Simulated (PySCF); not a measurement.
# A gas-phase reaction: GeH4S + H2O → GeH4O + H2S

Aim: the reaction energy of `[SH][GeH3]` + `O` → `[OH][GeH3]` + `S`.

Programs: PySCF 2.14.0. All values are calculated, for the isolated system unless a continuum is named. Atoms count from 0, parts from 1.

## Step 1: Starting point

Each species was relaxed by itself at PBE0-D3(BJ)/def2-SVPD.

## Step 2: Energies of the species: wB97M-D3(BJ)/def2-TZVPD

What the job is given:

```
{"job": {"kind": "react", "xc": "wB97M-D3(BJ)", "basis": "def2-TZVPD"}, "charge": 0, "multiplicity": 1}
-1 GeH4S charge 0 multiplicity 1
S     -1.727610     0.047580     0.118160
Ge     0.500400    -0.147040     0.208240
H     -1.743380     0.670930    -1.081020
H      1.153310     1.243460     0.191500
H      0.770540    -0.860860     1.537790
H      1.005100    -0.985870    -0.975640

-1 H2O charge 0 multiplicity 1
O     -0.003830     0.389380    -0.000640
H     -0.760920    -0.202200     0.002240
H      0.764790    -0.187150    -0.001610

+1 GeH4O charge 0 multiplicity 1
O     -1.268440     0.615740    -0.283100
Ge     0.362710    -0.022800     0.107340
H     -1.910380    -0.062260    -0.510080
H      1.183210     1.229630     0.425500
H      0.272240    -0.967110     1.320820
H      0.928010    -0.779110    -1.109610

+1 H2S charge 0 multiplicity 1
S     -0.010460     0.615460    -0.000930
H     -0.979660    -0.324260     0.002900
H      0.970080    -0.312420    -0.002680
```

Method: wB97M-D3(BJ)/def2-TZVPD reaction energy of separated species, gas phase.

On the command line:

```console
> OMP_NUM_THREADS=1 python cluster_run.py task.json out
```

The driver reads the jobs from task.json and runs them one after another.

Standard output:

```text
species 1 (GeH4S)
coarse grid: 23624 points
cycle   1  E = -2477.6383602135  dE = -7.135e-01  |g| = 6.302e-01  |ddm| = 1.893e+00
cycle   2  E = -2477.6512381596  dE = -1.288e-02  |g| = 6.512e-01  |ddm| = 7.439e-01
cycle   3  E = -2477.6863875348  dE = -3.515e-02  |g| = 2.833e-02  |ddm| = 3.518e-01
cycle   4  E = -2477.6866603122  dE = -2.728e-04  |g| = 1.129e-02  |ddm| = 3.915e-02
cycle   5  E = -2477.6867086945  dE = -4.838e-05  |g| = 3.419e-03  |ddm| = 1.620e-02
cycle   6  E = -2477.6867133720  dE = -4.678e-06  |g| = 6.508e-04  |ddm| = 5.650e-03
final grid: 46272 points
cycle   7  E = -2477.6866485593  dE = -3.003e-07  |g| = 3.112e-04  |ddm| = 1.696e-03
cycle   8  E = -2477.6866486055  dE = -4.621e-08  |g| = 1.695e-04  |ddm| = 5.275e-04
cycle   9  E = -2477.6866486137  dE = -8.204e-09  |g| = 5.771e-05  |ddm| = 2.042e-04
cycle  10  E = -2477.6866486163  dE = -2.561e-09  |g| = 2.615e-05  |ddm| = 1.422e-04
cycle  11  E = -2477.6866486164  dE = -9.550e-11  |g| = 2.741e-06  |ddm| = 2.426e-05
converged SCF energy = -2477.6866486164

species 2 (H2O)
coarse grid: 10128 points
cycle   1  E = -76.4117498356  dE = -7.453e-02  |g| = 5.872e-01  |ddm| = 8.994e-01
cycle   2  E = -76.4087429152  dE =  3.007e-03  |g| = 6.461e-01  |ddm| = 5.038e-01
cycle   3  E = -76.4759334060  dE = -6.719e-02  |g| = 2.731e-02  |ddm| = 2.374e-01
cycle   4  E = -76.4760586090  dE = -1.252e-04  |g| = 5.497e-03  |ddm| = 1.609e-02
cycle   5  E = -76.4760672858  dE = -8.677e-06  |g| = 8.214e-04  |ddm| = 5.831e-03
final grid: 21952 points
cycle   6  E = -76.4760630005  dE = -1.975e-07  |g| = 5.843e-04  |ddm| = 1.373e-03
cycle   7  E = -76.4760630073  dE = -6.838e-09  |g| = 6.466e-04  |ddm| = 6.469e-04
cycle   8  E = -76.4760630710  dE = -6.364e-08  |g| = 3.199e-05  |ddm| = 2.236e-04
cycle   9  E = -76.4760630718  dE = -8.225e-10  |g| = 4.133e-06  |ddm| = 1.105e-04
converged SCF energy = -76.4760630718

species 3 (GeH4O)
coarse grid: 22488 points
cycle   1  E = -2154.5901846989  dE = -6.618e-01  |g| = 8.995e-01  |ddm| = 1.847e+00
cycle   2  E = -2154.5369652078  dE =  5.322e-02  |g| = 1.105e+00  |ddm| = 1.024e+00
cycle   3  E = -2154.7043225422  dE = -1.674e-01  |g| = 6.730e-02  |ddm| = 5.245e-01
cycle   4  E = -2154.7048950617  dE = -5.725e-04  |g| = 3.558e-02  |ddm| = 5.470e-02
cycle   5  E = -2154.7050465331  dE = -1.515e-04  |g| = 3.596e-03  |ddm| = 2.038e-02
cycle   6  E = -2154.7050507312  dE = -4.198e-06  |g| = 5.666e-04  |ddm| = 5.925e-03
final grid: 45736 points
cycle   7  E = -2154.7049655253  dE = -1.840e-07  |g| = 3.517e-04  |ddm| = 2.090e-03
cycle   8  E = -2154.7049655345  dE = -9.214e-09  |g| = 3.736e-04  |ddm| = 5.605e-04
cycle   9  E = -2154.7049655564  dE = -2.187e-08  |g| = 4.228e-05  |ddm| = 1.667e-04
cycle  10  E = -2154.7049655571  dE = -7.799e-10  |g| = 2.279e-05  |ddm| = 8.159e-05
converged SCF energy = -2154.7049655571

species 4 (H2S)
coarse grid: 11264 points
cycle   1  E = -399.4336013419  dE = -1.424e-01  |g| = 1.945e-01  |ddm| = 1.016e+00
cycle   2  E = -399.4459454025  dE = -1.234e-02  |g| = 1.106e-01  |ddm| = 2.399e-01
cycle   3  E = -399.4491447265  dE = -3.199e-03  |g| = 1.578e-02  |ddm| = 9.278e-02
cycle   4  E = -399.4492190684  dE = -7.434e-05  |g| = 4.851e-03  |ddm| = 1.790e-02
cycle   5  E = -399.4492313055  dE = -1.224e-05  |g| = 9.336e-04  |ddm| = 7.536e-03
cycle   6  E = -399.4492320367  dE = -7.312e-07  |g| = 1.776e-04  |ddm| = 2.124e-03
final grid: 22496 points
cycle   7  E = -399.4492196526  dE = -2.323e-08  |g| = 1.134e-04  |ddm| = 6.075e-04
cycle   8  E = -399.4492196555  dE = -2.975e-09  |g| = 6.804e-05  |ddm| = 1.501e-04
cycle   9  E = -399.4492196563  dE = -7.662e-10  |g| = 8.732e-06  |ddm| = 5.991e-05
converged SCF energy = -399.4492196563

Reaction energy = 5.660 kcal/mol
```

It took 20 s on 1 thread of Arm Neoverse N1, shared host; peak memory 0.52 GiB.

Species by species (with the dispersion term, which the log's SCF energies lack):

```
 ν     species  energy (Eh)  HOMO (eV)
-1  [SH][GeH3]  -2477.69132      -9.59
-1           O    -76.47682     -11.72
+1  [OH][GeH3]  -2154.70856     -10.90
+1           S   -399.45056      -9.89
```

## Step 3: Energies of the species: PBE0-D3(BJ)/def2-TZVPD

Settings changed since step 2:

```diff
@@ -1,2 +1,2 @@
-{"job": {"kind": "react", "xc": "wB97M-D3(BJ)", "basis": "def2-TZVPD"}, "charge": 0, "multiplicity": 1}
+{"job": {"kind": "react", "xc": "PBE0", "basis": "def2-TZVPD", "disp": "d3bj"}, "charge": 0, "multiplicity": 1}
 -1 GeH4S charge 0 multiplicity 1
```

Method: PBE0-D3(BJ)/def2-TZVPD reaction energy of separated species, gas phase.

Standard output:

```text
species 1 (GeH4S)
coarse grid: 23624 points
cycle   1  E = -2477.1791516996  dE = -6.529e-01  |g| = 6.590e-01  |ddm| = 1.865e+00
cycle   2  E = -2477.1569865676  dE =  2.217e-02  |g| = 7.997e-01  |ddm| = 8.475e-01
cycle   3  E = -2477.2205846412  dE = -6.360e-02  |g| = 2.974e-02  |ddm| = 4.874e-01
cycle   4  E = -2477.2207442509  dE = -1.596e-04  |g| = 1.250e-02  |ddm| = 3.489e-02
cycle   5  E = -2477.2207941295  dE = -4.988e-05  |g| = 2.243e-03  |ddm| = 1.368e-02
cycle   6  E = -2477.2207956924  dE = -1.563e-06  |g| = 2.669e-04  |ddm| = 2.105e-03
final grid: 46272 points
cycle   7  E = -2477.2207963209  dE = -1.411e-08  |g| = 2.530e-04  |ddm| = 1.618e-03
cycle   8  E = -2477.2207963204  dE =  4.829e-10  |g| = 2.891e-04  |ddm| = 3.935e-04
cycle   9  E = -2477.2207963381  dE = -1.768e-08  |g| = 3.222e-05  |ddm| = 1.969e-04
cycle  10  E = -2477.2207963383  dE = -1.792e-10  |g| = 3.630e-06  |ddm| = 2.618e-05
converged SCF energy = -2477.2207963383

species 2 (H2O)
coarse grid: 2328 points
cycle   1  E = -76.3044288358  dE = -5.297e-03  |g| = 6.571e-01  |ddm| = 9.011e-01
cycle   2  E = -76.1882096977  dE =  1.162e-01  |g| = 1.036e+00  |ddm| = 7.256e-01
cycle   3  E = -76.3820286016  dE = -1.938e-01  |g| = 3.132e-02  |ddm| = 4.396e-01
cycle   4  E = -76.3822109057  dE = -1.823e-04  |g| = 5.864e-03  |ddm| = 1.606e-02
cycle   5  E = -76.3822160447  dE = -5.139e-06  |g| = 7.850e-04  |ddm| = 2.507e-03
final grid: 21952 points
cycle   6  E = -76.3808944331  dE = -1.510e-05  |g| = 3.448e-03  |ddm| = 9.294e-03
cycle   7  E = -76.3808924667  dE =  1.966e-06  |g| = 4.753e-03  |ddm| = 3.320e-03
cycle   8  E = -76.3808961840  dE = -3.717e-06  |g| = 2.517e-04  |ddm| = 1.965e-03
cycle   9  E = -76.3808961946  dE = -1.061e-08  |g| = 2.396e-05  |ddm| = 1.100e-04
cycle  10  E = -76.3808961947  dE = -1.117e-10  |g| = 3.294e-06  |ddm| = 1.513e-05
converged SCF energy = -76.3808961947

species 3 (GeH4O)
coarse grid: 22488 points
cycle   1  E = -2154.1995194725  dE = -5.692e-01  |g| = 9.744e-01  |ddm| = 1.831e+00
cycle   2  E = -2153.8645395781  dE =  3.350e-01  |g| = 1.657e+00  |ddm| = 1.304e+00
cycle   3  E = -2154.3210167380  dE = -4.565e-01  |g| = 2.081e-01  |ddm| = 8.753e-01
cycle   4  E = -2154.3275591835  dE = -6.542e-03  |g| = 4.912e-02  |ddm| = 1.349e-01
cycle   5  E = -2154.3277670041  dE = -2.078e-04  |g| = 6.961e-03  |ddm| = 2.819e-02
cycle   6  E = -2154.3277778426  dE = -1.084e-05  |g| = 1.359e-03  |ddm| = 5.739e-03
cycle   7  E = -2154.3277782273  dE = -3.847e-07  |g| = 1.786e-04  |ddm| = 1.085e-03
final grid: 45736 points
cycle   8  E = -2154.3277695854  dE = -2.490e-08  |g| = 1.878e-04  |ddm| = 1.599e-03
cycle   9  E = -2154.3277695800  dE =  5.351e-09  |g| = 2.745e-04  |ddm| = 2.841e-04
cycle  10  E = -2154.3277695918  dE = -1.177e-08  |g| = 3.679e-05  |ddm| = 1.462e-04
cycle  11  E = -2154.3277695920  dE = -2.256e-10  |g| = 1.011e-05  |ddm| = 2.564e-05
converged SCF energy = -2154.3277695920

species 4 (H2S)
coarse grid: 2864 points
cycle   1  E = -399.2518633675  dE = -9.250e-02  |g| = 1.630e-01  |ddm| = 1.023e+00
cycle   2  E = -399.2538576235  dE = -1.994e-03  |g| = 1.600e-01  |ddm| = 2.978e-01
cycle   3  E = -399.2614718261  dE = -7.614e-03  |g| = 1.497e-02  |ddm| = 1.477e-01
cycle   4  E = -399.2614864379  dE = -1.461e-05  |g| = 1.103e-03  |ddm| = 5.881e-03
cycle   5  E = -399.2614868183  dE = -3.804e-07  |g| = 6.136e-04  |ddm| = 1.717e-03
final grid: 22496 points
cycle   6  E = -399.2625175014  dE = -7.085e-06  |g| = 4.896e-03  |ddm| = 1.692e-02
cycle   7  E = -399.2625181341  dE = -6.327e-07  |g| = 3.960e-03  |ddm| = 6.698e-03
cycle   8  E = -399.2625210666  dE = -2.932e-06  |g| = 2.911e-04  |ddm| = 3.504e-03
cycle   9  E = -399.2625210944  dE = -2.777e-08  |g| = 3.582e-05  |ddm| = 2.357e-04
cycle  10  E = -399.2625210947  dE = -3.620e-10  |g| = 6.382e-06  |ddm| = 2.919e-05
converged SCF energy = -399.2625210947

Reaction energy = 7.666 kcal/mol
```

It took 11 s on 1 thread of Arm Neoverse N1, shared host; peak memory 0.5 GiB.

Reaction energy at this level: 7.67 kcal/mol.

## Step 4: Reaction energy: MP2/def2-TZVPD

Settings changed since step 3:

```diff
@@ -1,2 +1,2 @@
-{"job": {"kind": "react", "xc": "PBE0", "basis": "def2-TZVPD", "disp": "d3bj"}, "charge": 0, "multiplicity": 1}
+{"job": {"kind": "react", "xc": "MP2", "basis": "def2-TZVPD"}, "charge": 0, "multiplicity": 1}
 -1 GeH4S charge 0 multiplicity 1
```

Level: MP2/def2-TZVPD reaction energy of separated species, gas phase.

Standard output:

```text
species 1 (GeH4S)
final grid: 46272 points
cycle   1  E = -2475.2142229490  dE = -7.807e-01  |g| = 4.091e-01  |ddm| = 1.869e+00
cycle   2  E = -2475.2481540946  dE = -3.393e-02  |g| = 2.774e-01  |ddm| = 4.185e-01
cycle   3  E = -2475.2559511757  dE = -7.797e-03  |g| = 3.768e-02  |ddm| = 1.810e-01
cycle   4  E = -2475.2567105268  dE = -7.594e-04  |g| = 1.263e-02  |ddm| = 5.612e-02
cycle   5  E = -2475.2567954923  dE = -8.497e-05  |g| = 3.475e-03  |ddm| = 1.731e-02
cycle   6  E = -2475.2568043272  dE = -8.835e-06  |g| = 1.048e-03  |ddm| = 6.295e-03
cycle   7  E = -2475.2568053084  dE = -9.811e-07  |g| = 2.531e-04  |ddm| = 2.088e-03
cycle   8  E = -2475.2568053621  dE = -5.368e-08  |g| = 4.616e-05  |ddm| = 6.287e-04
cycle   9  E = -2475.2568053636  dE = -1.538e-09  |g| = 1.385e-05  |ddm| = 1.267e-04
cycle  10  E = -2475.2568053638  dE = -1.696e-10  |g| = 3.940e-06  |ddm| = 3.661e-05
converged SCF energy = -2475.2568053638

species 2 (H2O)
final grid: 21952 points
cycle   1  E = -76.0248948586  dE = -1.467e-01  |g| = 4.364e-01  |ddm| = 8.776e-01
cycle   2  E = -76.0503809708  dE = -2.549e-02  |g| = 2.594e-01  |ddm| = 2.972e-01
cycle   3  E = -76.0608899249  dE = -1.051e-02  |g| = 2.594e-02  |ddm| = 1.025e-01
cycle   4  E = -76.0610472827  dE = -1.574e-04  |g| = 5.694e-03  |ddm| = 1.523e-02
cycle   5  E = -76.0610616501  dE = -1.437e-05  |g| = 1.176e-03  |ddm| = 5.302e-03
cycle   6  E = -76.0610625398  dE = -8.897e-07  |g| = 2.235e-04  |ddm| = 1.658e-03
cycle   7  E = -76.0610625765  dE = -3.670e-08  |g| = 3.304e-05  |ddm| = 3.733e-04
cycle   8  E = -76.0610625772  dE = -6.654e-10  |g| = 4.158e-06  |ddm| = 3.886e-05
converged SCF energy = -76.0610625772

species 3 (GeH4O)
final grid: 45736 points
cycle   1  E = -2152.5333520131  dE = -7.953e-01  |g| = 6.170e-01  |ddm| = 1.824e+00
cycle   2  E = -2152.5765331870  dE = -4.318e-02  |g| = 4.549e-01  |ddm| = 5.614e-01
cycle   3  E = -2152.6048202032  dE = -2.829e-02  |g| = 3.627e-02  |ddm| = 2.290e-01
cycle   4  E = -2152.6053357568  dE = -5.156e-04  |g| = 8.672e-03  |ddm| = 4.863e-02
cycle   5  E = -2152.6053588557  dE = -2.310e-05  |g| = 3.515e-03  |ddm| = 1.171e-02
cycle   6  E = -2152.6053608646  dE = -2.009e-06  |g| = 6.879e-04  |ddm| = 3.390e-03
cycle   7  E = -2152.6053610568  dE = -1.922e-07  |g| = 1.565e-04  |ddm| = 1.481e-03
cycle   8  E = -2152.6053610738  dE = -1.700e-08  |g| = 3.696e-05  |ddm| = 3.114e-04
cycle   9  E = -2152.6053610747  dE = -8.690e-10  |g| = 6.830e-06  |ddm| = 6.985e-05
converged SCF energy = -2152.6053610747

species 4 (H2S)
final grid: 22496 points
cycle   1  E = -398.6881061171  dE = -1.695e-01  |g| = 2.014e-01  |ddm| = 9.977e-01
cycle   2  E = -398.7050962185  dE = -1.699e-02  |g| = 7.023e-02  |ddm| = 1.849e-01
cycle   3  E = -398.7068537727  dE = -1.758e-03  |g| = 2.154e-02  |ddm| = 5.634e-02
cycle   4  E = -398.7071965755  dE = -3.428e-04  |g| = 6.311e-03  |ddm| = 2.471e-02
cycle   5  E = -398.7072259892  dE = -2.941e-05  |g| = 1.395e-03  |ddm| = 9.170e-03
cycle   6  E = -398.7072274708  dE = -1.482e-06  |g| = 3.129e-04  |ddm| = 2.398e-03
cycle   7  E = -398.7072275565  dE = -8.569e-08  |g| = 5.003e-05  |ddm| = 6.832e-04
cycle   8  E = -398.7072275587  dE = -2.250e-09  |g| = 1.186e-05  |ddm| = 9.128e-05
cycle   9  E = -398.7072275588  dE = -1.258e-10  |g| = 1.950e-06  |ddm| = 2.073e-05
converged SCF energy = -398.7072275588

Reaction energy = 5.615 kcal/mol
```

It took 5.1 s on 1 thread of Arm Neoverse N1, shared host; peak memory 0.53 GiB.

Reaction energy at this level: 5.62 kcal/mol.

## Step 5: Side by side

Energies in kcal/mol, with wall time:

```csv
run,reaction,time
wB97M-D3(BJ)/def2-TZVPD,5.66,20 s
PBE0-D3(BJ)/def2-TZVPD,7.67,11 s
MP2/def2-TZVPD,5.62,5.1 s
```

## Step 6: Summary of results

| quantity | value |
| --- | --- |
| reaction energy (wB97M-D3(BJ)/def2-TZVPD) | 5.66 kcal/mol |
| ΔH, ΔG at 298 K (xTB thermal terms) | +4.1, +4.1 kcal/mol |
| range of the reaction energy over the runs of this table | 5.62 to 7.67 kcal/mol |

**Reading.** The reaction is endothermic by 4.1 kcal/mol in the gas phase; dispersion gives +0.31, and xTB itself gave -1.08 for the electronic energy (xTB energies and thermal terms come from the earlier relaxation of each species, not shown). No barrier was sought. The reaction energy runs from 5.62 (MP2/def2-TZVPD) to 7.67 kcal/mol (PBE0-D3(BJ)/def2-TZVPD).
